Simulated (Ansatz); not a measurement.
# Sr3WN3: the cost of one run

Program: Ansatz 0.2.0. Level of theory: DFT PBEsol, scalar-relativistic, plane waves, PAW. These are calculated values, not measurements.

## 1. The structure to begin with

Symmetry: P6_3/m, No. 176, hexagonal system. Conventional cell: a = 7.952 Å, b = 7.952 Å, c = 5.345 Å, α = 90.00°, β = 90.00°, γ = 120.00°. Around Sr (site symmetry m) lie 5 N at 2.72 to 3.05 Å. Around W (site symmetry -6) lie 3 N at 1.86 Å. N (site symmetry m) is surrounded by 1 W at 1.86 Å.

Coordinates:

```
CELL_PARAMETERS angstrom
7.95244 0.00000 0.00000
-3.97622 6.88701 0.00000
0.00000 0.00000 5.34463
ATOMIC_POSITIONS crystal
Sr 0.90425 0.65004 0.25000
Sr 0.74580 0.09575 0.25000
Sr 0.34996 0.25420 0.25000
Sr 0.09575 0.34996 0.75000
Sr 0.25420 0.90425 0.75000
Sr 0.65004 0.74580 0.75000
W 0.66667 0.33333 0.75000
W 0.33333 0.66667 0.25000
N 0.88387 0.58053 0.75000
N 0.69666 0.11613 0.75000
N 0.41947 0.30334 0.75000
N 0.11613 0.41947 0.25000
N 0.30334 0.88387 0.25000
N 0.58053 0.69666 0.25000
```

The structure comes from the Materials Project (structure only).

## 2. A distortion that keeps the symmetry

The change: strain xx, yy, zz, yz, xz, xy = -0.2, -0.2, -1.7, +0.0, +0.0, +0.0 %; atoms moved by 0.15 Å root mean square, at most 0.18 Å.

Contents of input.yaml:

```yaml
crystal:
  lattice:
    - [7.9367707989, 0.0, 0.0]
    - [-3.9683853995, 6.8734451359, 0.0]
    - [0.0, 0.0, 5.2539285717]
  atoms:
    - { symbol: Sr, position: [0.8984560378, 0.62984257, 0.25] }
    - { symbol: Sr, position: [0.7313865322, 0.1015439622, 0.25] }
    - { symbol: Sr, position: [0.37015743, 0.2686134678, 0.25] }
    - { symbol: Sr, position: [0.1015439622, 0.37015743, 0.75] }
    - { symbol: Sr, position: [0.2686134678, 0.8984560378, 0.75] }
    - { symbol: Sr, position: [0.62984257, 0.7313865322, 0.75] }
    - { symbol: W, position: [0.6666666667, 0.3333333333, 0.75] }
    - { symbol: W, position: [0.3333333333, 0.6666666667, 0.25] }
    - { symbol: "N", position: [0.906654983, 0.5811468762, 0.75] }
    - { symbol: "N", position: [0.6744918932, 0.093345017, 0.75] }
    - { symbol: "N", position: [0.4188531238, 0.3255081068, 0.75] }
    - { symbol: "N", position: [0.093345017, 0.4188531238, 0.25] }
    - { symbol: "N", position: [0.3255081068, 0.906654983, 0.25] }
    - { symbol: "N", position: [0.5811468762, 0.6744918932, 0.25] }
basis:
  ecutwfc: 420
kpoints:
  mp_grid: { grid: [6, 6, 8] }
hamiltonian:
  xc: pbesol
scf:
  occupations: { method: gaussian, width: 0.1 }
output:
  forces: true
  stress: true
  eigenvalues: true
  populations: true
```

Q: Estimate wall time and peak memory on 2 threads of an Arm CPU, shared host.

About 66 s, with a peak of 0.99 GiB.
